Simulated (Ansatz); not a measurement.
**Sn3Bi: structure and electronic properties**

One table from this session's results is given with a row withheld; the runs are named, their logs left out.

Method: DFT PBEsol, scalar-relativistic, plane waves, PAW, in Ansatz 0.2.0.

### The structure to begin with

It takes space group Fm-3m (No. 225, cubic). Conventional cell: a = 7.698 Å, b = 7.698 Å, c = 7.698 Å, α = 90.00°, β = 90.00°, γ = 90.00°. Sn (site symmetry m-3m) is surrounded by 8 Sn at 3.33 Å. Sn (site symmetry -43m) has 4 Sn at 3.33 Å and 4 Bi at 3.33 Å as nearest neighbours. Around Bi (site symmetry m-3m) lie 8 Sn at 3.33 Å.

Coordinates:

```
Sn Bi
1.0
     0.00000    3.84902    3.84902
     3.84902    0.00000    3.84902
     3.84902    3.84902    0.00000
Sn Bi
3 1
Direct
  0.00000 0.00000 0.00000
  0.25000 0.25000 0.25000
  0.75000 0.75000 0.75000
  0.50000 0.50000 0.50000
```

The structure comes from the Materials Project (structure only).

The first run:

(A quick probe on a coarse mesh, which set the mesh and smearing, is not shown.)

Input file input.yaml:

```yaml
crystal:
  lattice:
    - [0.0, 3.849017, 3.849017]
    - [3.849017, 0.0, 3.849017]
    - [3.849017, 3.849017, 0.0]
  atoms:
    - { symbol: Sn, position: [0.0, 0.0, 0.0] }
    - { symbol: Sn, position: [0.25, 0.25, 0.25] }
    - { symbol: Sn, position: [0.75, 0.75, 0.75] }
    - { symbol: Bi, position: [0.5, 0.5, 0.5] }
basis:
  ecutwfc: 420
kpoints:
  mp_grid: { grid: [10, 10, 10] }
hamiltonian:
  xc: pbesol
scf:
  occupations: { method: gaussian, width: 0.1 }
output:
  forces: true
  stress: true
  eigenvalues: true
relax:
  adjacent_minimum: "off"
  f_tol: 0.005
  max_steps: 80
  cell: { stress_tol: 0.05 }
```

Launch:

```
$ ansatz run input.yaml --threads 1 --pin off --max-ram 2560MiB --backend cpu --events-out ev --progress --plain --runs-dir out
```

Steps of the session up to this table: Full relaxation; Bands, states and charges; The cell scaled to 0.97 of its volume; Volume × 1.03; The cell scaled to 0.94 of its volume; Point at V/V0 = 1.06.

One of the session's tables, all rows but one given; the rest of the session is left out.

It belongs to the step «Fit of the equation of state». 

| volume (Å³/atom) | energy above the lowest point (meV/atom) | pressure (GPa) |
| --- | --- | --- |
| 25.734 | 19.8 | 4.01 |
| 26.555 | ? | ? |
| 27.376 | 0.0 | 0.00 |
| 28.197 | 4.1 | -1.56 |
| 29.019 | 15.5 | -2.87 |

**Question.** Estimate the row for volume (Å³/atom) = 26.555.

Worked estimate for «energy above the lowest point (meV/atom)». A straight line through the neighbours (25.734, 19.8) and (27.376, 0.0) gives 19.8 + (0.0 − 19.8) × (26.555 − 25.734) / (27.376 − 25.734) = 9.9; a parabola fitted to 3 rows on both sides gives 5.2.

**Answer.** energy above the lowest point (meV/atom): 4.7; pressure (GPa): 1.84. In «energy above the lowest point (meV/atom)» the line misses by +5.2 and the parabola by +0.5.
